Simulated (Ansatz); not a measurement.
# CH5Cl2InS: one species, many methods

The task here is to estimate one member of a computed series from the others.

Method: functionals in def2-TZVPP, the program's frozen cores in correlated methods; program: Ansatz 0.2.0, Gaussian basis.

Plan: LDA (SPW92), PBE-D4, revPBE-D4, BLYP-D4, r2SCAN-D4, B97M-V, PBE0-D4, B3LYP-D4, r2SCANh-D4, r2SCAN0-D4, HSE06-D4, BHLYP-D4, CAM-B3LYP-D4, LC-ωPBE, ωB97X-V, ωB97M-V, B2PLYP, PBE-QIDH; CCSD(T)/def2-SVP; CCSD(T)/def2-TZVPP; MP2/def2-QZVPP; extrapolation to the limit; RPA on PBE.

## The geometry

All runs share one geometry, relaxed beforehand with PBE0-D4 in a triple-zeta def2 set. In takes the def2 core potential; no spin-orbit term is included.

SMILES `[CH3][In-]([SH2+])([Cl])[Cl]`, 10 atoms, charge 0, spin multiplicity 1.

Atoms are counted from 1 here; the program's logs count them from 0.

Bond lengths: C1–In2 2.130 Å, C1–H6 1.089 Å, C1–H7 1.089 Å, C1–H8 1.090 Å, In2–S3 2.802 Å, In2–Cl4 2.357 Å, In2–Cl5 2.357 Å, S3–H9 1.346 Å, S3–H10 1.346 Å. Angles: In2–C1–H6 109.5°, In2–C1–H7 109.5°, In2–C1–H8 109.1°, H6–C1–H7 110.1°, H6–C1–H8 109.4°, H7–C1–H8 109.3°, C1–In2–S3 107.4°, C1–In2–Cl4 122.8°, C1–In2–Cl5 122.8°, S3–In2–Cl4 90.9°, S3–In2–Cl5 90.8°, Cl4–In2–Cl5 110.2°, In2–S3–H9 87.6°, In2–S3–H10 87.6°, H9–S3–H10 92.9°.

Set-up of the first run:

in.yaml reads:

```yaml
crystal:
  periodic: [false, false, false]
  atoms:
    - {symbol: C, position_ang: [-1.858594, -0.314715, 0.510323]}
    - {symbol: In, position_ang: [-0.154720, 0.441184, -0.520540]}
    - {symbol: S, position_ang: [2.115520, -0.697853, 0.663112]}
    - {symbol: Cl, position_ang: [0.509883, -0.349400, -2.639468]}
    - {symbol: Cl, position_ang: [0.700496, 2.607695, -0.157007]}
    - {symbol: H, position_ang: [-1.899149, -1.397460, 0.399032]}
    - {symbol: H, position_ang: [-1.792665, -0.049283, 1.564665]}
    - {symbol: H, position_ang: [-2.758474, 0.126665, 0.082475]}
    - {symbol: H, position_ang: [2.655225, 0.535079, 0.679777]}
    - {symbol: H, position_ang: [2.565479, -0.953114, -0.579469]}
basis:
  gaussian: {orbitals: def2-TZVPP}
hamiltonian: {xc: lda}
output: {orbitals: {seedname: orbitals}}
```

On the command line:

```
$ ansatz run in.yaml --threads 4 --pin off --events-out ev --progress --plain --max-ram 11315MiB
```

Steps of the session up to this table: LDA; PBE-D4 (GGA); revPBE-D4 (GGA); BLYP-D4 (GGA); r2SCAN-D4 (meta-GGA); B97M-V (meta-GGA); PBE0-D4 (hybrid); B3LYP-D4 (hybrid); r2SCANh-D4 (hybrid); r2SCAN0-D4 (hybrid); HSE06-D4 (hybrid); BHLYP-D4 (hybrid); CAM-B3LYP-D4 (range-separated); LC-ωPBE (range-separated); ωB97X-V (range-separated); ωB97M-V (range-separated); B2PLYP (double hybrid); PBE-QIDH (double hybrid).

One of the session's tables, all rows but one given; the rest of the session is left out.

It belongs to the step «Orbital energies across the functionals». 

```
  functional  HOMO (eV)  gap (eV)
 LDA (SPW92)      -7.02      4.83
      PBE-D4      -6.85      4.96
   revPBE-D4      -6.78      5.01
     BLYP-D4      -6.68      4.86
   r2SCAN-D4      -7.15      5.53
      B97M-V      -7.20      5.58
     PBE0-D4      -8.11      7.13
    B3LYP-D4          ?         ?
  r2SCANh-D4      -7.62      6.31
  r2SCAN0-D4      -8.32      7.49
    HSE06-D4      -7.72      6.37
    BHLYP-D4      -9.21      9.14
CAM-B3LYP-D4      -9.42      9.40
     LC-ωPBE     -10.80     12.02
     ωB97X-V     -10.42     11.50
     ωB97M-V     -10.28     11.15
```

**Question.** Estimate the row for B3LYP-D4.

Worked estimate for «HOMO (eV)». Against the share of exact exchange, BLYP-D4 (0, -6.68), BHLYP-D4 (0.5, -9.21) give a slope of -5.06 per unit share; at 0.2 the line stands at -7.69.

**Answer.** HOMO (eV): -7.86; gap (eV): 6.58. In «HOMO (eV)» the line misses by +0.17.
